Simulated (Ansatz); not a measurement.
# Molecular dynamics of RbCu$_{2}$Se$_{2}$O$_{10}$

Input:

```yaml
accuracy: low
crystal:
  lattice:
    - [4.6272952516, -2.9465308215, 0.0]
    - [4.6272952516, 2.9465308215, 0.0]
    - [-4.1863869849, 0.0, 7.2830216911]
  atoms:
    - { symbol: Rb, position: [0.55404173, 0.48497544, 0.51250605] }
    - { symbol: Cu, position: [0.51151031, 0.03589589, -0.00357805] }
    - { symbol: Cu, position: [-0.01616713, 0.53534484, 0.02328614] }
    - { symbol: Se, position: [0.92617979, 0.92745486, 0.73228163] }
    - { symbol: Se, position: [0.09346543, 0.12381519, 0.30117167] }
    - { symbol: O, position: [0.84464154, 0.79406292, 0.8389769] }
    - { symbol: O, position: [0.2485074, 0.21036607, 0.21427649] }
    - { symbol: O, position: [0.81268191, 0.85997477, 0.50186267] }
    - { symbol: O, position: [0.08642947, 0.2660582, 0.51084242] }
    - { symbol: O, position: [0.79793297, 0.27389253, 0.8360938] }
    - { symbol: O, position: [0.28194608, 0.83704981, 0.76810071] }
    - { symbol: O, position: [0.21009249, 0.73548028, 0.2241852] }
    - { symbol: O, position: [0.75165098, 0.20487079, 0.18197034] }
    - { symbol: O, position: [0.29808105, 0.35775991, 0.95304488] }
    - { symbol: O, position: [0.67294253, 0.72951241, 0.0724646] }
basis:
  ecutwfc: 420.0
kpoints:
  mp_grid: { grid: [2, 2, 1] }
hamiltonian:
  xc: pbesol
scf:
  occupations: { method: fermi_dirac, width: 0.05 }
  lower_state_search: "off"
  max_iter: 97
md:
  timestep: 1
  n_steps: 200
  ensemble: nvt_langevin
  temperature: 1170.0
  initial_velocities: maxwell_boltzmann
  seed: 710924
  friction: 0.5
```

Run as:

```bash
$ ansatz run input.yaml --threads 1 --pin off --max-ram 3072MiB --backend cpu --events-out ev --progress --plain --runs-dir out
```

It goes on from the last frame of an earlier run, with new velocities.

Output, in part (step lines):

```
md step     0: t =     0.00 fs  T =  1092.0 K  F+E_penalty+E_count = -32833.88523439 eV  E_kin = 2.117279 eV  (11 SCF iters)
md step     1: t =     1.00 fs  T =  1191.1 K  F+E_penalty+E_count = -32833.85112027 eV  E_kin = 2.309401 eV  (10 SCF iters)
md step     2: t =     2.00 fs  T =  1437.5 K  F+E_penalty+E_count = -32833.84274407 eV  E_kin = 2.787208 eV  (9 SCF iters)
md step     3: t =     3.00 fs  T =  1104.2 K  F+E_penalty+E_count = -32833.85556930 eV  E_kin = 2.141030 eV  (10 SCF iters)
md step     4: t =     4.00 fs  T =  1058.7 K  F+E_penalty+E_count = -32833.87403062 eV  E_kin = 2.052695 eV  (10 SCF iters)
md step     5: t =     5.00 fs  T =   800.4 K  F+E_penalty+E_count = -32833.87540786 eV  E_kin = 1.551931 eV  (10 SCF iters)
md step     6: t =     6.00 fs  T =   978.6 K  F+E_penalty+E_count = -32833.85551735 eV  E_kin = 1.897324 eV  (10 SCF iters)
md step     7: t =     7.00 fs  T =  1072.3 K  F+E_penalty+E_count = -32833.82715259 eV  E_kin = 2.079084 eV  (8 SCF iters)
[... lines left out ...]
md step   199: t =   199.00 fs  T =   952.4 K  F+E_penalty+E_count = -32832.36871638 eV  E_kin = 1.846514 eV  (11 SCF iters)
md step   200: t =   200.00 fs  T =  1251.6 K  F+E_penalty+E_count = -32832.41749369 eV  E_kin = 2.426810 eV  (12 SCF iters)
```

The steps, from the saved trajectory:

| time (fs) | T (K) | potential energy less start (eV) |
| --- | --- | --- |
| 0.0 | 1092 | 0.000 |
| 6.0 | 979 | 0.030 |
| 12.0 | 1221 | 0.229 |
| 18.0 | 1029 | 0.141 |
| 24.0 | 1579 | 0.222 |
| 30.0 | 1593 | 0.140 |
| 36.0 | 840 | 0.285 |
| 42.0 | 979 | 0.365 |
| 48.0 | 964 | 0.396 |
| 54.0 | 814 | 0.619 |
| 60.0 | 1011 | 0.908 |
| 66.0 | 1158 | 0.629 |
| 72.0 | 1285 | 0.364 |
| 78.0 | 1384 | 0.327 |
| 84.0 | 913 | 0.258 |
| 90.0 | 932 | 0.348 |
| 96.0 | 810 | 0.445 |
| 102.0 | 1611 | 0.531 |
| 108.0 | 1327 | 0.672 |
| 114.0 | 1238 | 1.181 |
| 120.0 | 1209 | 1.369 |
| 126.0 | 1260 | 0.779 |
| 132.0 | 1348 | 0.789 |
| 138.0 | 1158 | 1.263 |
| 144.0 | 1486 | 1.738 |
| 150.0 | 883 | 2.113 |
| 156.0 | 914 | 1.956 |
| 162.0 | 1514 | 1.865 |
| 168.0 | 1123 | 1.598 |
| 174.0 | 1112 | 1.287 |
| 180.0 | 1156 | 1.276 |
| 186.0 | 1050 | 1.518 |
| 192.0 | 1595 | 1.422 |
| 198.0 | 1043 | 1.545 |

The run went to its last step. A run of 0.2 ps of so small a system gives no equilibrium averages. The friction is so strong that the motion is overdamped, so the time scale means little. Limits of this set-up: coarse k mesh, odd electron count without spin, low accuracy level.

Mean squared displacements from the first frame to the last, about the centre of mass: Rb 0.00 Å², Cu 0.03 Å², Se 0.01 Å², O 0.06 Å².

Last frame:

```xyz
15
Lattice="4.6273 -2.9465 0.0000 4.6273 2.9465 0.0000 -4.1864 0.0000 7.2830" Properties=species:S:1:pos:R:3
Rb 2.654 -0.250 3.773
Cu 2.716 -1.373 -0.145
Cu 2.323 1.654 0.226
Se 5.464 0.043 5.312
Se -0.365 0.055 2.247
O 4.164 0.098 6.282
O 1.162 -0.478 1.640
O 5.485 0.182 3.717
O -0.627 0.556 3.811
O 1.666 -1.527 5.816
O 1.781 1.593 5.642
O 3.441 1.688 1.553
O 3.842 -1.565 1.264
O -1.007 0.316 6.849
O 6.077 0.177 0.773
```

Time of the run: 16 min on 1 thread of Arm Neoverse V1, on a shared host, peak memory 0.53 GiB.
